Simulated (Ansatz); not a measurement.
# ZrHSeClF2: small, medium and large basis sets

Aim: see how fast density functionals converge with the basis set for ZrHSeClF2.

Computed with Ansatz 0.2.0, Gaussian basis. Level: one geometry, several basis sets.

Levels to be run: PBE0-D4/def2-SVP; ωB97M-V/def2-SVP; PBE0-D4/def2-QZVPP; ωB97M-V/def2-QZVPP; the functionals' def2-TZVPP values are taken from earlier runs.

### Step 1. The geometry

An earlier PBE0-D4 in a triple-zeta def2 set relaxation fixed the geometry. Zr takes the def2 core potential; no spin-orbit term is included.

6 atoms, charge 0, spin multiplicity 1.

Atoms are counted from 1 here; the program's logs count them from 0.

Bond lengths: F1–Zr2 1.885 Å, Zr2–F3 1.882 Å, Zr2–Cl4 2.336 Å, Zr2–Se5 2.566 Å, Se5–H6 1.475 Å. Angles: F1–Zr2–F3 112.5°, F1–Zr2–Cl4 108.6°, F1–Zr2–Se5 108.5°, F3–Zr2–Cl4 110.1°, F3–Zr2–Se5 106.9°, Cl4–Zr2–Se5 110.3°, Zr2–Se5–H6 87.2°.

### Step 2. PBE0-D4 in def2-SVP

in.yaml

```yaml
crystal:
  periodic: [false, false, false]
  atoms:
    - {symbol: F, position_ang: [-0.503273, -1.059128, 1.600897]}
    - {symbol: Zr, position_ang: [0.318755, -0.503384, -0.001914]}
    - {symbol: F, position_ang: [2.160706, -0.888811, -0.038889]}
    - {symbol: Cl, position_ang: [-0.756053, -1.550335, -1.791947]}
    - {symbol: Se, position_ang: [0.086081, 2.045307, -0.193471]}
    - {symbol: H, position_ang: [-1.264117, 1.892351, 0.379124]}
basis:
  gaussian: {orbitals: def2-SVP}
hamiltonian: {xc: pbe0, dispersion: d4}
output: {orbitals: {seedname: orbitals}}
```

Run with:

```sh
$ ansatz run in.yaml --threads 4 --pin off --events-out ev --progress --plain --max-ram 10444MiB
```

Further steps of the session: ωB97M-V in def2-SVP; PBE0-D4 in def2-QZVPP; ωB97M-V in def2-QZVPP.

Before running them: what should the planned runs give, taken together? Wanted: PBE0-D4: double and triple zeta above quadruple; ωB97M-V: double and triple zeta above quadruple.

As calculated:

| quantity | value |
| --- | --- |
| PBE0-D4: double and triple zeta above quadruple | 21.45, 2.12 eV |
| ωB97M-V: double and triple zeta above quadruple | 21.41, 2.04 eV |

In words: For PBE0-D4 the step from double to triple zeta gains 19.33 eV and the next only 2.12 eV. These are total energies; as a rule much of such shifts cancels in differences, which this series doesn't test.
